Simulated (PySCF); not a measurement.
# C5H11NSi: the cost of one run

The runs use PySCF 2.14.0, with density-fitted response routines of our own; the level of theory stands in each step. All values are computed, except where a source is named. Atoms count from 0, in the outputs and in this text.

## Step 1: Starting geometry

18 atoms, charge 0, multiplicity 1; geometry from: GFN2-xTB.

Bonds of the start (Å): C0–C1 1.32, C1–C2 1.49, C2–C3 1.53, C3–N4 1.45, N4–Si5 1.72, Si5–C6 1.90, C6–C2 1.54, C0–H7 1.08, C0–H8 1.08, C1–H9 1.08, C2–H10 1.09, C3–H11 1.10, C3–H12 1.10, N4–H13 1.01, Si5–H14 1.47, Si5–H15 1.46, C6–H16 1.09, C6–H17 1.09.

## Step 2: Excited states and response: B3LYP/def2-SVPD

Job settings and geometry (Å):

```
{"job": {"kind": "uv", "xc": "B3LYP", "basis": "def2-SVPD", "nstates": 8, "ntriplets": 3}, "charge": 0, "multiplicity": 1}
C      2.845298    -0.011184     0.536029
C      1.674485    -0.558911     0.268215
C      0.391155     0.193933     0.141138
C     -0.679115    -0.317103     1.113212
N     -1.940681     0.227217     0.655452
Si    -2.040838     0.470900    -1.039288
C     -0.197264     0.075270    -1.271689
H      2.948565     1.048588     0.703302
H      3.748966    -0.593411     0.599831
H      1.597802    -1.626603     0.100504
H      0.561413     1.252594     0.357541
H     -0.470290     0.021008     2.133709
H     -0.687196    -1.417136     1.116525
H     -2.716242     0.066605     1.275163
H     -2.893549    -0.467686    -1.780820
H     -2.416024     1.857564    -1.322056
H     -0.067701    -0.944123    -1.637931
H      0.332455     0.728796    -1.960494
```

Method: TDDFT B3LYP/def2-SVPD, vertical, gas phase, core orbitals frozen in the response.

On the command line:

```console
$ OMP_NUM_THREADS=1 python probes_run.py task.json out
```

The driver reads the jobs from task.json and runs them one after another.

**Question.** How long does this job take on 1 thread of Arm Neoverse N1, shared host, and how much memory does it need?

About 78 s, with a peak of 0.86 GiB.
